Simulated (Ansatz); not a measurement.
# CH7O2Si2 radical: basis-set convergence

An exercise on one series of results from a longer session: the logs are not shown, and one member is left open.

The runs use Ansatz 0.2.0, Gaussian basis; one geometry, several basis sets.

Plan: PBE0-D4/def2-SVP; ωB97M-V/def2-SVP; PBE0-D4/def2-QZVPP; ωB97M-V/def2-QZVPP; the functionals' def2-TZVPP values are taken from earlier runs.

## Structure used throughout

The geometry comes from an earlier relaxation with PBE0-D4 in a triple-zeta def2 set; it is a stationary point, not always the lowest conformer.

SMILES `O[SiH]C[SiH2]O`, 12 atoms, charge 0, spin multiplicity 2.

Atoms are counted from 1 here; the program's logs count them from 0.

Bond lengths: O1–Si2 1.657 Å, O1–H6 0.958 Å, Si2–C3 1.877 Å, Si2–H7 1.491 Å, C3–Si4 1.870 Å, C3–H8 1.097 Å, C3–H9 1.095 Å, Si4–O5 1.651 Å, Si4–H10 1.491 Å, Si4–H11 1.481 Å, O5–H12 0.958 Å. Angles: Si2–O1–H6 117.8°, O1–Si2–C3 112.1°, O1–Si2–H7 104.2°, C3–Si2–H7 109.9°, Si2–C3–Si4 112.6°, Si2–C3–H8 107.0°, Si2–C3–H9 110.5°, Si4–C3–H8 109.5°, Si4–C3–H9 109.9°, H8–C3–H9 107.3°, C3–Si4–O5 113.2°, C3–Si4–H10 107.9°, C3–Si4–H11 110.3°, O5–Si4–H10 110.3°, O5–Si4–H11 104.9°, H10–Si4–H11 110.2°, Si4–O5–H12 117.9°.

The first run:

Contents of in.yaml:

```yaml
crystal:
  periodic: [false, false, false]
  atoms:
    - {symbol: O, position_ang: [0.729121, 2.017744, 1.342140]}
    - {symbol: Si, position_ang: [-0.071894, 0.662565, 1.859326]}
    - {symbol: C, position_ang: [-0.793192, -0.318632, 0.430468]}
    - {symbol: Si, position_ang: [0.406114, -0.503444, -0.992241]}
    - {symbol: O, position_ang: [-0.062566, -1.640068, -2.093899]}
    - {symbol: H, position_ang: [0.245880, 2.642937, 0.799779]}
    - {symbol: H, position_ang: [0.978211, -0.140985, 2.548137]}
    - {symbol: H, position_ang: [-1.051894, -1.310033, 0.821118]}
    - {symbol: H, position_ang: [-1.721114, 0.144147, 0.078329]}
    - {symbol: H, position_ang: [0.546496, 0.826946, -1.649976]}
    - {symbol: H, position_ang: [1.721983, -0.970127, -0.498602]}
    - {symbol: H, position_ang: [-0.849948, -1.466247, -2.610479]}
basis:
  gaussian: {orbitals: def2-SVP}
magnetization: {spin_polarized: true, initial_magnetization: 1}
hamiltonian: {xc: pbe0, dispersion: d4}
output: {orbitals: {seedname: orbitals}}
```

Steps of the session up to this table: PBE0-D4 in def2-SVP; ωB97M-V in def2-SVP; PBE0-D4 in def2-QZVPP; ωB97M-V in def2-QZVPP.

One table of the session follows, with a row left open; its other results are not shown here.

It belongs to the step «Density functionals: the series». 

```
functional       basis  HOMO (eV)  LUMO (eV)
   PBE0-D4    def2-SVP      -5.46      -1.79
   PBE0-D4  def2-TZVPP      -5.57      -1.87
   PBE0-D4  def2-QZVPP      -5.60      -1.92
   ωB97M-V    def2-SVP      -7.21      -0.13
   ωB97M-V  def2-TZVPP      -7.34      -0.30
   ωB97M-V  def2-QZVPP          ?          ?
```

**Question.** Estimate the row for ωB97M-V, def2-QZVPP.

**Answer.** HOMO (eV): -7.38; LUMO (eV): -0.40. In the column «HOMO (eV)» it is the lowest.
